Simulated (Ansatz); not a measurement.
Consider an atomisation energy of C₂H₇InS, SMILES [CH3][In]([CH3])[SH] (the Python package of Ansatz (0.2.0)).

Script `c2h7ins.py`:
```python
'''Atomisation energy of C2H7InS at the given geometry.'''

from collections import Counter

import ansatz as az


def single_point(molecule, charge=0, unpaired=0):
    calc = molecule.calculation().basis(gaussian='def2-TZVP').functional('PBE')
    if charge:
        calc = calc.charge(charge)
    if unpaired:
        calc = calc.spin('collinear', total=unpaired)
    report = calc.run(threads=1).report
    if report['published_state_doubts']:
        print('  doubts:', report['published_state_doubts'])
    return report['free_energy_ev']


def main() -> None:
    geometry_ang = [
        ('C', (0.01554, 1.61766, -1.57037)),
        ('In', (-0.22687, -0.12762, -0.18939)),
        ('C', (0.76649, -0.65109, 1.75573)),
        ('S', (-1.86849, -1.77573, -0.9288)),
        ('H', (-0.81709, 1.60851, -2.27161)),
        ('H', (0.01785, 2.54845, -1.00666)),
        ('H', (0.95355, 1.52301, -2.11563)),
        ('H', (1.82734, -0.81749, 1.58038)),
        ('H', (0.31964, -1.55058, 2.17604)),
        ('H', (0.64609, 0.1771, 2.45049)),
        ('H', (-1.63405, -2.55222, 0.11984)),
    ]
    geometry = az.Crystal.molecule()
    for symbol, xyz in geometry_ang:
        geometry = geometry.atom(symbol, xyz)

    # unpaired electrons of the ground-state atoms
    unpaired = {'C': 2, 'In': 1, 'S': 2, 'H': 1}
    counts = Counter(site.symbol for site in geometry.cartesian_sites)
    atom_energy = {s: single_point(az.Crystal.molecule().atom(s, (0, 0, 0)), 0, unpaired[s]) for s in counts}
    whole = single_point(geometry, 0, 0)
    for s, e in atom_energy.items():
        print(f'{s:2s} x{counts[s]}  {e:14.5f} eV')
    print(f'C2H7InS: {whole:.5f} eV')
    split = sum(counts[s] * e for s, e in atom_energy.items()) - whole
    print(f'atomisation energy (no zero-point term): {23.060548 * split:.1f} kcal/mol, {split / sum(counts.values()):.3f} eV an atom')


if __name__ == '__main__':
    main()
```

What does it cost to take this molecule apart into atoms?

870.6 kcal/mol from the electronic energies, without the zero-point term.

The output:

Running `python c2h7ins.py` prints:
```text
C  x2     -1028.48074 eV
In x1     -5173.35663 eV
S  x1    -10828.45365 eV
H  x7       -13.59523 eV
C2H7InS: -18191.69052 eV
atomisation energy (no zero-point term): 870.6 kcal/mol, 3.432 eV an atom
```

Caveats:
- Total energies depend on the basis set; only differences at equal settings carry meaning.
- The geometry is a force-field or estimated start, not a minimum of this method, and the basis set is short of its limit. All parts are taken at fixed geometry, without zero-point energy.
- def2 sets replace the cores of elements past krypton by effective core potentials.
- This functional overbinds, so such energies come out a few per cent too high (LDA far more).
- The spin-orbit lowering of heavy atoms is left out.
- Run time: 4.5 s on 1 thread of Intel(R) Xeon(R) 6975P-C (Granite Rapids), on a shared host, peak memory 0.3 GiB.

(Lines on the test bed's own set-up are left out of the output.)
